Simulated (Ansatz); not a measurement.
**C3H7FGe: how energies converge with the basis set**

The task here is to estimate one member of a computed series from the others.

The runs use Ansatz 0.2.0, Gaussian basis; one geometry, several basis sets.

Levels to be run: PBE0-D4/def2-SVP; ωB97M-V/def2-SVP; PBE0-D4/def2-QZVPP; ωB97M-V/def2-QZVPP; the functionals' def2-TZVPP values are taken from earlier runs.

**Structure used throughout**

An earlier PBE0-D4 in a triple-zeta def2 set relaxation fixed the geometry.

SMILES `C/C(F)=[CH]/[GeH3]`, 12 atoms, charge 0, spin multiplicity 1.

Atoms are counted from 1 here; the program's logs count them from 0.

Bond lengths: C1–C2 1.481 Å, C1–H6 1.094 Å, C1–H7 1.089 Å, C1–H8 1.094 Å, C2–F3 1.351 Å, C2–C4 1.323 Å, C4–Ge5 1.936 Å, C4–H9 1.083 Å, Ge5–H10 1.537 Å, Ge5–H11 1.537 Å, Ge5–H12 1.537 Å. Angles: C2–C1–H6 110.2°, C2–C1–H7 110.7°, C2–C1–H8 110.2°, H6–C1–H7 109.1°, H6–C1–H8 107.4°, H7–C1–H8 109.1°, C1–C2–F3 111.3°, C1–C2–C4 129.6°, F3–C2–C4 119.1°, C2–C4–Ge5 123.2°, C2–C4–H9 116.9°, Ge5–C4–H9 119.9°, C4–Ge5–H10 108.0°, C4–Ge5–H11 110.9°, C4–Ge5–H12 110.9°, H10–Ge5–H11 109.0°, H10–Ge5–H12 109.1°, H11–Ge5–H12 108.9°.

The first run:

in.yaml

```yaml
crystal:
  periodic: [false, false, false]
  atoms:
    - {symbol: C, position_ang: [-1.711357, 1.235393, -0.210351]}
    - {symbol: C, position_ang: [-0.387092, 0.611218, 0.013279]}
    - {symbol: F, position_ang: [0.526691, 1.525018, 0.406976]}
    - {symbol: C, position_ang: [-0.017753, -0.652796, -0.118750]}
    - {symbol: Ge, position_ang: [1.784196, -1.271434, 0.226235]}
    - {symbol: H, position_ang: [-2.062749, 1.714598, 0.707643]}
    - {symbol: H, position_ang: [-2.440245, 0.490455, -0.525073]}
    - {symbol: H, position_ang: [-1.638444, 2.011364, -0.977393]}
    - {symbol: H, position_ang: [-0.778695, -1.355472, -0.436415]}
    - {symbol: H, position_ang: [1.825194, -2.786202, -0.033671]}
    - {symbol: H, position_ang: [2.186533, -1.002209, 1.684945]}
    - {symbol: H, position_ang: [2.790721, -0.575031, -0.703427]}
basis:
  gaussian: {orbitals: def2-SVP}
hamiltonian: {xc: pbe0, dispersion: d4}
output: {orbitals: {seedname: orbitals}}
```

Steps of the session up to this table: PBE0-D4 in def2-SVP; ωB97M-V in def2-SVP; PBE0-D4 in def2-QZVPP; ωB97M-V in def2-QZVPP.

One of the session's tables, all rows but one given; the rest of the session is left out.

It belongs to the step «Density functionals: the series». 

| functional | basis | HOMO (eV) | LUMO (eV) |
| --- | --- | --- | --- |
| PBE0-D4 | def2-SVP | -7.32 | 0.03 |
| PBE0-D4 | def2-TZVPP | -7.38 | -0.08 |
| PBE0-D4 | def2-QZVPP | -7.40 | -0.15 |
| ωB97M-V | def2-SVP | -9.51 | 2.14 |
| ωB97M-V | def2-TZVPP | ? | ? |
| ωB97M-V | def2-QZVPP | -9.61 | 1.71 |

Q: Estimate the row for ωB97M-V, def2-TZVPP from the others.

**Answer.** HOMO (eV): -9.60; LUMO (eV): 1.97. In the column «HOMO (eV)» it lies between ωB97M-V, def2-QZVPP (-9.61) and ωB97M-V, def2-SVP (-9.51).
